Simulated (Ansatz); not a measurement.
# RbB6H6: the cost of one run

Method: DFT, PBE, plane-wave PAW, default files, scalar-relativistic, as far as a step names no other, in Ansatz 0.2.0.

2 further runs of the same task are left out: 1 that didn't finish, 1 set aside as unsound or not needed.

## 1. The system as given

It takes space group Fm-3 (No. 202, cubic). The conventional cell has a = 10.880 Å, b = 10.880 Å, c = 10.880 Å, α = 90.00°, β = 90.00°, γ = 90.00°. Around Rb (site symmetry 23) lie 12 H at 2.99 Å. B (site symmetry m) has 1 H at 1.20 Å as nearest neighbours. H (site symmetry m) has 1 B at 1.20 Å as nearest neighbours.

As a file:

```xyz
26
Lattice="0.0000 5.4399 5.4399 5.4399 0.0000 5.4399 5.4399 5.4399 0.0000" Properties=species:S:1:pos:R:3 pbc="T T T"
Rb    2.7199    2.7199    2.7199
Rb    8.1598    8.1598    8.1598
B     4.5543    9.4419    5.4399
B     6.3254    9.4419    5.4399
B     1.4378    5.4399    6.3254
B     5.4399    4.5543    1.4378
B     9.4419    5.4399    4.5543
B     9.4419    5.4399    6.3254
B     5.4399    4.5543    9.4419
B     5.4399    6.3254    9.4419
B     1.4378    5.4399    4.5543
B     6.3254    1.4378    5.4399
B     4.5543    1.4378    5.4399
B     5.4399    6.3254    1.4378
H     6.9442    8.4163    5.4399
H     3.9355    8.4163    5.4399
H     2.4634    5.4399    6.9442
H     5.4399    3.9355    2.4634
H     8.4163    5.4399    3.9355
H     8.4163    5.4399    6.9442
H     5.4399    3.9355    8.4163
H     5.4399    6.9442    8.4163
H     2.4634    5.4399    3.9355
H     6.9442    2.4634    5.4399
H     3.9355    2.4634    5.4399
H     5.4399    6.9442    2.4634
```

## 2. Single point at the given positions

File input.yaml:

```yaml
crystal:
  lattice:
    - [0.0, 5.43985706, 5.43985706]
    - [5.43985706, 0.0, 5.43985706]
    - [5.43985706, 5.43985706, 0.0]
  atoms:
    - { symbol: Rb, position: [0.25, 0.25, 0.25] }
    - { symbol: Rb, position: [0.75, 0.75, 0.75] }
    - { symbol: B, position: [0.94923973, 0.05076027, 0.78645042] }
    - { symbol: B, position: [0.78645042, 0.21354958, 0.94923973] }
    - { symbol: B, position: [0.94923973, 0.21354958, 0.05076027] }
    - { symbol: B, position: [0.05076027, 0.21354958, 0.78645042] }
    - { symbol: B, position: [0.05076027, 0.78645042, 0.94923973] }
    - { symbol: B, position: [0.21354958, 0.94923973, 0.78645042] }
    - { symbol: B, position: [0.78645042, 0.94923973, 0.05076027] }
    - { symbol: B, position: [0.94923973, 0.78645042, 0.21354958] }
    - { symbol: B, position: [0.78645042, 0.05076027, 0.21354958] }
    - { symbol: B, position: [0.05076027, 0.94923973, 0.21354958] }
    - { symbol: B, position: [0.21354958, 0.78645042, 0.05076027] }
    - { symbol: B, position: [0.21354958, 0.05076027, 0.94923973] }
    - { symbol: H, position: [0.63530794, 0.36469206, 0.91185568] }
    - { symbol: H, position: [0.91185568, 0.08814432, 0.63530794] }
    - { symbol: H, position: [0.91185568, 0.36469206, 0.08814432] }
    - { symbol: H, position: [0.08814432, 0.36469206, 0.63530794] }
    - { symbol: H, position: [0.08814432, 0.63530794, 0.91185568] }
    - { symbol: H, position: [0.36469206, 0.91185568, 0.63530794] }
    - { symbol: H, position: [0.63530794, 0.91185568, 0.08814432] }
    - { symbol: H, position: [0.91185568, 0.63530794, 0.36469206] }
    - { symbol: H, position: [0.63530794, 0.08814432, 0.36469206] }
    - { symbol: H, position: [0.08814432, 0.91185568, 0.36469206] }
    - { symbol: H, position: [0.36469206, 0.63530794, 0.08814432] }
    - { symbol: H, position: [0.36469206, 0.08814432, 0.91185568] }
kpoints:
  mp_grid: { grid: [5, 5, 5] }
scf:
  occupations: { method: fermi_dirac, width: 0.05 }
hamiltonian:
  xc: pbe
  pseudopotentials: { kind: paw }
output:
  forces: true
  stress: true
  populations: true
  efg:
    quadrupole_moments_barn: { Rb: 0.1335, B: 0.04059, H: 0.00285783 }
    contact_densities: true
  write_density: true
  write_potential: true
  elf: true
  volumetric_format: npy
```

Run with:

```bash
$ ansatz run input.yaml --threads 1 --pin off --max-ram 2560MiB --backend cpu --events-out ev --progress --plain --runs-dir out
```

Q: Estimate wall time and peak memory on 1 thread of Arm Neoverse V2, shared host.

About 18 s, with a peak of 0.6 GiB.
